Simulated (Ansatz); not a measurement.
# C2H6BClO2, SMILES CCOB(O)Cl: a comparison of dispersion corrections

Computed with Ansatz 0.2.0 through its Python package.

Interactive session:
```pycon
>>> import ansatz as az
>>> from ase import Atoms
>>> BASIS = "def2-SVP"
>>> atoms = Atoms(["C", "C", "O", "B", "O", "Cl", "H", "H", "H", "H", "H", "H"], positions=[
...     (1.9032, -0.126, 0.152),
...     (0.3909, -0.211, 0.2945),
...     (-0.2042, 0.7581, -0.5387),
...     (-1.6676, 0.6762, -0.392),
...     (-2.4456, -0.1776, -1.2859),
...     (-2.5287, 1.7191, 0.8618),
...     (2.2572, 0.8832, 0.452),
...     (2.1973, -0.3171, -0.9019),
...     (2.3856, -0.885, 0.8036),
...     (0.1383, -0.032, 1.3668),
...     (0.0776, -1.2414, 0.002),
...     (-2.5042, -1.0465, -0.8142),
... ])
>>> molecule = az.Crystal.molecule_from_ase(atoms)
>>> model = molecule.calculation().basis(gaussian=BASIS)
>>> for name in ["r2scan", "revpbe"]:
...     for correction in ("d3bj", "d4"):
...         r = model.functional(name, dispersion=correction).run(threads=1).report
...         print(f"{name:8s} {correction:5s} total {r['free_energy_ev']:.5f} eV, of which dispersion {1000 * r['dispersion']['energy']['ev']:.2f} meV")
...
DeckWarning: the engine holds no damping parameters fitted to this dispersion correction and functional, so the run takes those fitted to r2scan beside the three-body term, which d3bj leaves out (hamiltonian.dispersion, under Limitations)
r2scan   d3bj  total -19453.92932 eV, of which dispersion -67.85 meV
r2scan   d4    total -19453.92253 eV, of which dispersion -61.06 meV
revpbe   d3bj  total -19454.60173 eV, of which dispersion -589.74 meV
revpbe   d4    total -19454.76949 eV, of which dispersion -757.50 meV
```

What to keep in mind:
- Total energies depend on the basis set; only differences at equal settings carry meaning.
- Warnings are shown shortened and without file and line.
- The geometry is a force-field or estimated start, not a minimum of this method, and the basis set is short of its limit. D4 holds the three-body term, and d3bj doesn't.
- A dispersion term here runs with damping parameters fitted for another variant or functional.
- Hardware and time: 18 s on 1 thread of Arm Neoverse V2 (shared host), peak memory 0.25 GiB.

(Lines on the test bed's own set-up are left out of the output.)
